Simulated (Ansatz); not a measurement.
# CdCl4 ([CdCl4]2-): the cost of one run

Program: Ansatz 0.2.0, Gaussian basis. Level of theory: the settings change from run to run. These are calculated values, not measurements.

3 further runs of the same task are left out: 2 that didn't finish, 1 set aside as unsound or not needed. Runs told in other sessions of the task aren't counted.

## Step 1: The molecule

The structure was relaxed beforehand with PBE0-D4/def2-SVPD. Cd takes a core potential in def2 sets; no spin-orbit term is included.

5 atoms, charge -2, spin multiplicity 1.

Atoms are counted from 1 here; the program's logs count them from 0.

Bond lengths: Cd1–Cl2 2.542 Å, Cd1–Cl3 2.542 Å, Cd1–Cl4 2.542 Å, Cd1–Cl5 2.542 Å. Angles: Cl2–Cd1–Cl3 109.5°, Cl2–Cd1–Cl4 109.5°, Cl2–Cd1–Cl5 109.5°, Cl3–Cd1–Cl4 109.5°, Cl3–Cd1–Cl5 109.5°, Cl4–Cd1–Cl5 109.5°.

## Step 2: PBE0/def2-TZVPD

The input, in.yaml:

```yaml
crystal:
  periodic: [false, false, false]
  atoms:
    - {symbol: Cd, position_ang: [-0.000127, 0.000120, 0.000136]}
    - {symbol: Cl, position_ang: [0.011413, -0.018217, 2.541803]}
    - {symbol: Cl, position_ang: [2.392736, 0.011877, -0.858173]}
    - {symbol: Cl, position_ang: [-1.206950, 2.078589, -0.827046]}
    - {symbol: Cl, position_ang: [-1.197073, -2.072369, -0.856720]}
basis:
  gaussian: {orbitals: def2-TZVPD}
total_charge: -2
hamiltonian: {xc: {name: PBE0}}
scf: {omitted_lower_state_checks: [starts]}
```

On the command line:

```console
ansatz run in.yaml --threads 4 --pin off --events-out ev --progress --plain --max-ram 3916MiB
```

**Question.** How long does this run take on 4 threads of Arm Neoverse V1, shared host, and how much memory does it need?

About 4.3 s, with a peak of 0.68 GiB.
